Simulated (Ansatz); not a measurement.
# Si2H6O2: up Jacob's ladder to CCSD(T)

How much do the methods differ for Si2H6O2? The plan is to run it at one geometry with functionals of several rungs and with coupled cluster. The yardstick is the atomisation energy at the CCSD(T) limit.

Method: functionals in def2-TZVPP, the program's frozen cores in correlated methods; program: Ansatz 0.2.0, Gaussian basis.

Plan: LDA (SPW92), PBE-D4, revPBE-D4, BLYP-D4, r2SCAN-D4, B97M-V, PBE0-D4, B3LYP-D4, r2SCANh-D4, r2SCAN0-D4, HSE06-D4, BHLYP-D4, CAM-B3LYP-D4, LC-ωPBE, ωB97X-V, ωB97M-V, B2PLYP, PBE-QIDH; CCSD(T)/def2-SVP; CCSD(T)/def2-TZVPP; CCSD(T)/def2-QZVPP; extrapolation to the limit; RPA on PBE.

## Step 1: The geometry

An earlier PBE0-D4 in a triple-zeta def2 set relaxation fixed the geometry.

SMILES `O[SiH](O)[SiH3]`, 10 atoms, charge 0, spin multiplicity 1.

Atoms are counted from 1 here; the program's logs count them from 0.

Bond lengths: O1–Si2 1.648 Å, O1–H5 0.959 Å, Si2–O3 1.647 Å, Si2–Si4 2.344 Å, Si2–H6 1.486 Å, O3–H7 0.959 Å, Si4–H8 1.490 Å, Si4–H9 1.489 Å, Si4–H10 1.487 Å. Angles: Si2–O1–H5 117.5°, O1–Si2–O3 112.8°, O1–Si2–Si4 112.1°, O1–Si2–H6 103.0°, O3–Si2–Si4 104.5°, O3–Si2–H6 110.8°, Si4–Si2–H6 113.8°, Si2–O3–H7 117.7°, Si2–Si4–H8 109.9°, Si2–Si4–H9 110.0°, Si2–Si4–H10 111.3°, H8–Si4–H9 108.1°, H8–Si4–H10 108.7°, H9–Si4–H10 108.7°.

## Step 2: LDA

This LDA is Slater exchange with PW92 correlation.

in.yaml

```yaml
crystal:
  periodic: [false, false, false]
  atoms:
    - {symbol: O, position_ang: [-1.306346, 0.375004, -1.445556]}
    - {symbol: Si, position_ang: [0.054128, 0.590926, -0.541292]}
    - {symbol: O, position_ang: [1.408525, 0.006414, -1.274111]}
    - {symbol: Si, position_ang: [-0.050619, -0.556185, 1.499926]}
    - {symbol: H, position_ang: [-1.594785, -0.525513, -1.603378]}
    - {symbol: H, position_ang: [0.128660, 2.067927, -0.396837]}
    - {symbol: H, position_ang: [1.697698, 0.433463, -2.082877]}
    - {symbol: H, position_ang: [-0.270288, -2.009441, 1.254933]}
    - {symbol: H, position_ang: [-1.188479, -0.046151, 2.312887]}
    - {symbol: H, position_ang: [1.204707, -0.387644, 2.279204]}
basis:
  gaussian: {orbitals: def2-TZVPP}
hamiltonian: {xc: lda}
output: {orbitals: {seedname: orbitals}}
```

Started as:

```sh
$ ansatz run in.yaml --threads 2 --pin off --events-out ev --progress --plain --max-ram 22528MiB --backend cpu
```

After this run come: PBE-D4 (GGA); revPBE-D4 (GGA); BLYP-D4 (GGA); r2SCAN-D4 (meta-GGA); B97M-V (meta-GGA); B3LYP-D4 (hybrid); r2SCANh-D4 (hybrid); r2SCAN0-D4 (hybrid); HSE06-D4 (hybrid); BHLYP-D4 (hybrid); CAM-B3LYP-D4 (range-separated); LC-ωPBE (range-separated); ωB97X-V (range-separated); ωB97M-V (range-separated); B2PLYP (double hybrid); PBE-QIDH (double hybrid); CCSD(T) in def2-SVP; CCSD(T) in def2-TZVPP; CCSD(T) in def2-QZVPP; RPA on PBE orbitals.

Q: Predict the results of all the runs planned. Wanted: atomisation energy, CCSD(T)/CBS; farthest beyond LDA; mean size of error, GGA; mean size of error, meta-GGA; mean size of error, hybrid; mean size of error, range-separated; mean size of error, double hybrid; gap, smallest and largest; T1 diagnostic.

As calculated:

| quantity | value |
| --- | --- |
| atomisation energy, CCSD(T)/CBS | 818.8 kcal/mol |
| functionals within 4.1 kcal/mol (0.5 %) | B97M-V, CAM-B3LYP-D4, ωB97X-V, ωB97M-V |
| farthest beyond LDA | BHLYP-D4 (-28.3 kcal/mol) |
| mean size of error, GGA | 13.4 kcal/mol |
| mean size of error, meta-GGA | 4.7 kcal/mol |
| mean size of error, hybrid | 17.0 kcal/mol |
| mean size of error, range-separated | 5.2 kcal/mol |
| mean size of error, double hybrid | 17.1 kcal/mol |
| gap, smallest and largest | 5.59 eV (LDA (SPW92)), 12.54 eV (LC-ωPBE) |
| T1 diagnostic | 0.0126 |
| triples share of the correlation energy | 3.3 % |

What this shows: The LDA atomisation energy is off by 99.0 kcal/mol (12 %): it overbinds. PBE-D4 is off by -5.8 kcal/mol. Double hybrids carry the basis error of their MP2 part in triple zeta, and no dispersion term here, so their miss is partly the set-up's. Taken by rung, meta-GGA functionals do best (4.7 kcal/mol on average) and double hybrid ones worst beyond LDA (17.1 kcal/mol). The gap between the best rungs is small, so their order is not settled. Misses under about 4.1 kcal/mol are within the doubt on the reference itself, which lacks core-valence correlation, relativity and higher excitations. Hartree-Fock recovers 72 % of the binding; the rest is correlation. CCSD(T) in def2-SVP is off by -71.1 kcal/mol, so the small basis spoils what the method gains. The gap grows from 5.6 to 12.5 eV across the functionals, mostly with the share of exact exchange.
